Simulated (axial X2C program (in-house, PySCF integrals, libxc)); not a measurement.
# A two-component session on BrH⁻: properties at the nuclei

Aim: properties at the nuclei of BrH⁻, with spin–orbit coupling in the Hamiltonian from the start.

Program: an in-house X2C program for linear molecules on PySCF integrals. Level of theory: two-component X2C with atomic mean-field terms, Br dyall-acv3z, H dyall-av3z. These are calculated values, not measurements.

## 1. Input

Contents of task.json:

```json
{"zs": [35, 1], "q": -1, "bas": ["dyall-acv3z", "dyall-av3z"], "r0": 1.46, "levels": ["PBE0", "HF", "BHandHLYP", "PBE", "TPSSh"], "nst": 3}
```

Keys: zs atomic numbers; q charge; bas basis sets; r0 starting distance in Å; levels methods (HF also brings MP2); nst determinants followed.

Command:

```console
> python soeom.py task.json out
```

Further steps of the session: Expectation values, lowest determinant; Expectation values, a higher determinant.

Q: Predict the outcome of this session. Wanted: lowest determinant; Eeff magnitude; Ws magnitude Br; A∥/gI Br; qzz Br; higher determinant (for each run or level that gives them).

As calculated:

```
                                        quantity                                    value
                              lowest determinant  Ω = 1/2 (excess of +ω over −ω: ω = 1/2)
                    Eeff magnitude (GV/cm), PBE0                                     1.48
                     Ws magnitude Br (kHz), PBE0                                     1.32
                            A∥/gI Br (MHz), PBE0                                      749
                             qzz Br (a.u.), PBE0                                     6.39
                              higher determinant  Ω = 3/2 (excess of +ω over −ω: ω = 3/2)
Eeff magnitude (GV/cm), PBE0, higher determinant                                  0.00688
 Ws magnitude Br (kHz), PBE0, higher determinant                                  0.00184
        A∥/gI Br (MHz), PBE0, higher determinant                                     46.8
         qzz Br (a.u.), PBE0, higher determinant                                     8.57
```

In the first state, the effective field runs from 0.867 to 1.53 GV/cm over the mean-field levels. The expectation values come from single determinants, which for open shells can mix terms of unlike spin or miss the lowest Ω, so a determinant need not be a state. Eeff is the effective electric field on the electron dipole moment in this Ω state and Ws the scalar–pseudoscalar constant (defined with the proton number Z and per Ω); A∥ is the parallel hyperfine constant, which follows by multiplying with the nuclear g factor gI = μI/(I μN); qzz is the electric field gradient, eQq0 = 234.96 MHz × Q/barn × qzz. The operators were transformed with the bare-nucleus X2C matrices.
